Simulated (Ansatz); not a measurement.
# Cl3FH2Zr: the cost of one run

Method: UKS PBE-D4/def2-SVP, in Ansatz 0.2.0.

## (1) Starting point

Bond lengths: Zr1–F2 2.565 Å, Zr1–Cl3 2.258 Å, Zr1–Cl4 2.263 Å, Zr1–Cl5 2.267 Å, Zr1–H6 2.469 Å. Angles: F2–Zr1–Cl3 93.5°, F2–Zr1–Cl4 118.0°, F2–Zr1–Cl5 125.8°, F2–Zr1–H6 27.9°, Cl3–Zr1–Cl4 99.8°, Cl3–Zr1–Cl5 98.9°, Cl3–Zr1–H6 121.3°, Cl4–Zr1–Cl5 111.4°, Cl4–Zr1–H6 110.5°, Cl5–Zr1–H6 113.7°.

Coordinates:

```xyz
7

Zr   -0.2991    0.4866   -0.1779
F     0.4151   -1.9763   -0.2515
Cl   -1.6193    0.3034   -2.0006
Cl   -1.8455    1.0997    1.3560
Cl    0.9618    2.2523   -0.8349
H     1.0245   -1.4275    0.6465
H     1.3625   -0.7383    1.2623
```

## (2) A restrained relaxation towards end A

Springs on the bonds that form and break draw the guess towards this end; the thresholds are loose.

input.yaml reads:

```yaml
crystal:
  periodic: [false, false, false]
  atoms:
    - { symbol: Zr, position_ang: [-0.2991, 0.4866, -0.1779] }
    - { symbol: F, position_ang: [0.4151, -1.9763, -0.2515] }
    - { symbol: Cl, position_ang: [-1.6193, 0.3034, -2.0006] }
    - { symbol: Cl, position_ang: [-1.8455, 1.0997, 1.356] }
    - { symbol: Cl, position_ang: [0.9618, 2.2523, -0.8349] }
    - { symbol: H, position_ang: [1.0245, -1.4275, 0.6465] }
    - { symbol: H, position_ang: [1.3625, -0.7383, 1.2623] }
magnetization:
  spin_polarized: true
basis:
  gaussian: { orbitals: def2-SVP }
hamiltonian:
  xc: pbe
  dispersion: d4
relax:
  f_tol: 0.15
  max_steps: 25
  restrain:
    - { distance: [0, 6], at: 3.36, k: 30.0 }
    - { distance: [5, 1], at: 2.18, k: 30.0 }
    - { distance: [0, 1], at: 2.32, k: 30.0 }
    - { distance: [5, 6], at: 0.62, k: 30.0 }
```

Launch:

```bash
> ansatz run input.yaml --threads 4 --pin off --max-ram 5120MiB --backend cpu --events-out ev --progress --plain --runs-dir out
```

Q: Estimate wall time and peak memory on 4 threads of Arm Neoverse V1, shared host.

About 28 s, with a peak of 0.21 GiB.
